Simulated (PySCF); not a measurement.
# RuCl2: quintet, from a bent start

Aim: relax RuCl2 as a quintet from a bent start, check by its vibrations whether the end is a minimum, and collect its spectrum and constants.

Computed with PySCF 2.14.0. Level: PBE0, basis Ru def2-TZVP with ECP28, Cl def2-TZVP, scalar-relativistic core potentials, no spin–orbit coupling, density fitting.

## 1. Starting geometry

3 atoms, charge 0, spin multiplicity 5.

Bond lengths: Ru1–Cl2 2.240 Å, Ru1–Cl3 2.240 Å. Angles: Cl2–Ru1–Cl3 110.0°.

Coordinates in bohr (charge 0 multiplicity 5):
```
Ru    0.0000    0.0000    0.0000
Cl    3.4675    0.0000    2.4279
Cl   -3.4675    0.0000    2.4279
```

## 2. The SCF at the typed geometry

One driver script runs all steps and calls PySCF; scf.py shows how it sets up the SCF of each step. The optimiser is the driver's own. After this first run the driver tries any further starts and a stability analysis.

Input file scf.py:

```python
from pyscf import gto, scf, dft
mol = gto.M(atom='''
Ru     0.000000     0.000000     0.000000
Cl     1.834900     0.000000     1.284800
Cl    -1.834900     0.000000     1.284800''',
    basis={'Ru': 'def2-TZVP', 'Cl': 'def2-TZVP'},
    ecp={'Ru': 'def2-TZVP'},
    charge=0, spin=4)
mf = dft.UKS(mol, xc='PBE0')
mf.grids.atom_grid = (50, 194)
aux = {'Ru': 'def2-universal-JKFIT', 'Cl': 'def2-universal-JKFIT'}
mf = mf.density_fit(auxbasis=aux)
mf.conv_tol = 1e-08
mf.diis_space = 10
mf.max_cycle = 60
mf.init_guess = 'minao'
mf.verbose = 4
mf.kernel()
```

On the command line:

```sh
> OMP_NUM_THREADS=4 python axn.py task.json out
```

The runs that follow: Bent start, quintet: relaxation; Frequencies.

Q: Predict the outcome of this session. Wanted: minimum; geometry; wavenumbers; dipole moment; highest occupied, lowest empty level; polar-tensor charge of Ru1; zero-point energy; atomisation energy; ⟨S²⟩.

As calculated:

```
                                          quantity                                value
                                           minimum                         quintet, D∞h
                                          geometry  Ru–Cl 2.230 Å (×2); Cl–Ru–Cl 180.0°
                                wavenumbers (cm⁻¹)        66 (πu), 359 (σg+), 427 (σu+)
                                     dipole moment                               0.00 D
highest occupied, lowest empty level (either spin)                      -7.89, -4.17 eV
                        polar-tensor charge of Ru1                              +1.24 e
                                 zero-point energy                           5.5 kJ/mol
                               entropy at 298.15 K                      302.6 J/(mol K)
         atomisation energy (no zero-point energy)                           748 kJ/mol
                                              ⟨S²⟩                                6.009
```

**Reading.** The bent start (C2v) ends in a minimum of D∞h symmetry. In the infrared the band at 427 cm⁻¹ (σu+, stretch) leads. Ru1 has a polar-tensor charge of +1.2 e (a dipole derivative, not a static charge), yet symmetry cancels the bond dipoles. Most of the spin sits on Ru1 (Mulliken spin 3.57, against 4 for the whole molecule). Only this shape and spin were tried, so other structures or states may lie lower. One determinant may miss the lowest occupation of an open d or f shell.
